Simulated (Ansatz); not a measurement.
# C2H2OTe: the cost of one run

All numbers below are computed with Ansatz 0.2.0 (RKS PBE-D4/def2-SVP).

## Step 1: The starting structure

Bond lengths: Te1–C2 2.081 Å, C2–C3 1.324 Å, C2–O4 1.388 Å, C3–O4 1.316 Å, Te1–H5 1.752 Å, C3–H6 1.103 Å. Angles: Te1–C2–C3 148.2°, Te1–C2–O4 153.7°, C3–C2–O4 58.0°, C2–Te1–H5 91.4°, C2–C3–O4 63.4°, C2–C3–H6 150.7°, O4–C3–H6 145.6°, C2–O4–C3 58.5°.

Structure file:

```xyz
6

Te   -1.3851   -0.2802   -1.5470
C    -0.3308   -0.0337    0.2297
C     0.7013   -0.3795    0.9831
O    -0.0848    0.5634    1.4584
H    -0.4892    1.0186   -2.3075
H     1.6306   -0.9526    1.1371
```

## Step 2: End point A

File input.yaml:

```yaml
crystal:
  periodic: [false, false, false]
  atoms:
    - { symbol: Te, position_ang: [-1.3851, -0.2802, -1.547] }
    - { symbol: C, position_ang: [-0.3308, -0.0337, 0.2297] }
    - { symbol: C, position_ang: [0.7013, -0.3795, 0.9831] }
    - { symbol: O, position_ang: [-0.0848, 0.5634, 1.4584] }
    - { symbol: H, position_ang: [-0.4892, 1.0186, -2.3075] }
    - { symbol: H, position_ang: [1.6306, -0.9526, 1.1371] }
basis:
  gaussian: { orbitals: def2-SVP }
hamiltonian:
  xc: pbe
  dispersion: d4
relax:
  f_tol: 0.015
  max_steps: 40
output:
  orbitals: {}
```

The run is started by

```sh
$ ansatz run input.yaml --threads 1 --pin off --max-ram 2048MiB --backend cpu --events-out ev --progress --plain --runs-dir out
```

**Question.** How long does this run take on 1 thread of Arm Neoverse V1, shared host, and how much memory does it need?

About 36 s, with a peak of 0.14 GiB.
